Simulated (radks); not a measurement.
# As²⁺ in [Ar] 3d10 4s2 4p1: an all-electron calculation

One table from this session's results is given with a row withheld; the runs are named, their logs left out.

Program: radks (a radial shooting solver on a logarithmic mesh, Libxc functionals) version 1. Level of theory: scalar-relativistic Kohn-Sham, PBE, spin-polarised, spherical densities, point nucleus; open shells are filled with parallel spins first. These are calculated values, not measurements, unless marked.

### The atom as given

- element: arsenic (Z = 33)
- charge: +2
- electrons: 31
- configuration: [Ar] 3d10 4s2 4p1

The outer shells:

As²⁺
```
[Ar] core
3d [↑↓][↑↓][↑↓][↑↓][↑↓]
4s [↑↓]
4p [↑ ][  ][  ]
```

The first run:

Settings of this run:

```text
Z 33
configuration [Ar] 3d10 4s2 4p1 5s0 4d0
relativity scalar-relativistic
functional pbe,pbe
spin polarised
nucleus point
c 137.035999084
```

One table of the session follows, with a row left open; its other results are not shown here.

It belongs to the step «Orbitals and density». Sizes of the orbitals, from the radial functions (bohr):

| level | <r> | outermost maximum (interpolated) | 90 % within | nodes |
| --- | --- | --- | --- | --- |
| 1s up | 0.04550 | 0.0297 | 0.0813 | 0 |
| 1s down | 0.04550 | 0.0297 | 0.0813 | 0 |
| 2s up | 0.2027 | 0.170 | 0.314 | 1 |
| 2s down | 0.2027 | 0.170 | 0.314 | 1 |
| 2p up | 0.1772 | 0.136 | 0.289 | 0 |
| 2p down | 0.1772 | 0.136 | 0.289 | 0 |
| 3s up | 0.5982 | 0.522 | 0.893 | 2 |
| 3s down | 0.5981 | 0.522 | 0.893 | 2 |
| 3p up | 0.6171 | 0.521 | 0.946 | 1 |
| 3p down | 0.6168 | 0.521 | 0.946 | 1 |
| 3d up | 0.6764 | 0.477 | 1.13 | 0 |
| 3d down | 0.6740 | 0.477 | 1.13 | 0 |
| 4s up | 1.809 | 1.57 | 2.66 | 3 |
| 4s down | 1.805 | 1.56 | 2.67 | 3 |
| 4p up | 2.139 | 1.83 | 3.19 | 2 |
| 4p down | ? | ? | ? | ? |
| 5s up | 4.302 | 4.03 | 6.13 | 4 |
| 4d up | 3.367 | 2.82 | 5.10 | 1 |

**Question.** Estimate the row for 4p down.

The run gave: <r>: 2.150; outermost maximum (interpolated): 1.82; 90 % within: 3.22; nodes: 2. In the column «<r>» it lies between 4p up (2.139) and 4d up (3.367).

Limits of these values: Open shells are spherical and high-spin; term and fine-structure splittings are not resolved.
